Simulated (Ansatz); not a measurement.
# CH₆BClOSi: a ladder of functionals and wavefunction methods

Aim: compute CH₆BClOSi with functionals from several rungs and with coupled cluster. The yardstick is the atomisation energy at the CCSD(T) limit.

Computed with Ansatz 0.2.0, Gaussian basis. Level: functionals in def2-TZVPP, the program's frozen cores in correlated methods.

Levels to be run: LDA (SPW92), PBE-D4, revPBE-D4, BLYP-D4, r2SCAN-D4, B97M-V, PBE0-D4, B3LYP-D4, r2SCANh-D4, r2SCAN0-D4, HSE06-D4, BHLYP-D4, CAM-B3LYP-D4, LC-ωPBE, ωB97X-V, ωB97M-V, B2PLYP, PBE-QIDH; CCSD(T)/def2-SVP; CCSD(T)/def2-TZVPP; MP2/def2-QZVPP; extrapolation to the limit; RPA on PBE.

**1. The geometry**

The geometry comes from an earlier relaxation with PBE0-D4 in a triple-zeta def2 set; it is a stationary point, not always the lowest conformer.

SMILES `OB(Cl)C[SiH3]`, 11 atoms, charge 0, spin multiplicity 1.

Atoms are counted from 1 here; the program's logs count them from 0.

Bond lengths: O1–B2 1.349 Å, O1–H6 0.962 Å, B2–Cl3 1.784 Å, B2–C4 1.548 Å, C4–Si5 1.884 Å, C4–H7 1.093 Å, C4–H8 1.094 Å, Si5–H9 1.487 Å, Si5–H10 1.486 Å, Si5–H11 1.487 Å. Angles: B2–O1–H6 113.5°, O1–B2–Cl3 118.6°, O1–B2–C4 121.0°, Cl3–B2–C4 120.4°, B2–C4–Si5 112.0°, B2–C4–H7 111.4°, B2–C4–H8 110.5°, Si5–C4–H7 106.4°, Si5–C4–H8 107.2°, H7–C4–H8 109.1°, C4–Si5–H9 110.3°, C4–Si5–H10 110.4°, C4–Si5–H11 109.8°, H9–Si5–H10 108.8°, H9–Si5–H11 108.7°, H10–Si5–H11 108.8°.

**2. LDA**

This LDA is Slater exchange with PW92 correlation.

in.yaml reads:

```yaml
crystal:
  periodic: [false, false, false]
  atoms:
    - {symbol: O, position_ang: [-0.148704, 0.535665, 2.149413]}
    - {symbol: B, position_ang: [0.559651, -0.017139, 1.142817]}
    - {symbol: Cl, position_ang: [2.324145, 0.242544, 1.097268]}
    - {symbol: C, position_ang: [-0.142779, -0.821471, 0.021735]}
    - {symbol: Si, position_ang: [-0.498404, 0.241932, -1.491960]}
    - {symbol: H, position_ang: [0.389558, 1.040584, 2.765825]}
    - {symbol: H, position_ang: [0.478244, -1.652556, -0.323058]}
    - {symbol: H, position_ang: [-1.101876, -1.212633, 0.373851]}
    - {symbol: H, position_ang: [-1.352861, 1.399928, -1.119453]}
    - {symbol: H, position_ang: [0.768497, 0.751428, -2.077484]}
    - {symbol: H, position_ang: [-1.209970, -0.565182, -2.518154]}
basis:
  gaussian: {orbitals: def2-TZVPP}
hamiltonian: {xc: lda}
output: {orbitals: {seedname: orbitals}}
```

The runs that follow: PBE-D4 (GGA); revPBE-D4 (GGA); BLYP-D4 (GGA); r2SCAN-D4 (meta-GGA); B97M-V (meta-GGA); PBE0-D4 (hybrid); B3LYP-D4 (hybrid); r2SCANh-D4 (hybrid); r2SCAN0-D4 (hybrid); HSE06-D4 (hybrid); BHLYP-D4 (hybrid); CAM-B3LYP-D4 (range-separated); LC-ωPBE (range-separated); ωB97X-V (range-separated); ωB97M-V (range-separated); B2PLYP (double hybrid); PBE-QIDH (double hybrid); CCSD(T) in def2-SVP; CCSD(T) in def2-TZVPP; MP2 in def2-QZVPP; RPA on PBE orbitals.

**Question.** What will the summary of the whole plan be? Wanted: atomisation energy, CCSD(T)/CBS; farthest beyond LDA; mean size of error, GGA; mean size of error, meta-GGA; mean size of error, hybrid; mean size of error, range-separated; mean size of error, double hybrid; gap, smallest and largest; T1 diagnostic.

**Answer**, as computed:

```
                               quantity                                                                              value
        atomisation energy, CCSD(T)/CBS                                                                          42.090 eV
    functionals within 0.210 eV (0.5 %)  PBE0-D4, B3LYP-D4, r2SCANh-D4, HSE06-D4, CAM-B3LYP-D4, LC-ωPBE, ωB97X-V, PBE-QIDH
                    farthest beyond LDA                                                               BHLYP-D4 (-0.947 eV)
                mean size of error, GGA                                                                           0.404 eV
           mean size of error, meta-GGA                                                                           0.295 eV
             mean size of error, hybrid                                                                           0.232 eV
    mean size of error, range-separated                                                                           0.186 eV
      mean size of error, double hybrid                                                                           0.286 eV
              gap, smallest and largest                                          6.26 eV (LDA (SPW92)), 13.83 eV (LC-ωPBE)
                          T1 diagnostic                                                                             0.0117
triples share of the correlation energy                                                                              3.8 %
```

What this shows: The LDA atomisation energy is off by 5.563 eV (13 %): it overbinds. PBE-D4 misses by +0.528 eV. Double hybrids carry the basis error of their MP2 part in triple zeta, and no dispersion term here, so their miss is partly the set-up's. Taken by rung, range-separated functionals do best (0.186 eV on average) and GGA ones worst beyond LDA (0.404 eV). The gap between the best rungs is small, so their order is not settled. Misses under about 0.210 eV are within the doubt on the reference itself, which lacks core-valence correlation, relativity and higher excitations. Hartree-Fock recovers 76 % of the binding; the rest is correlation. CCSD(T) in def2-SVP is off by -2.062 eV, worse than the median functional, from the basis alone. Orbital gaps span 6.3 to 13.8 eV; exact exchange widens them.
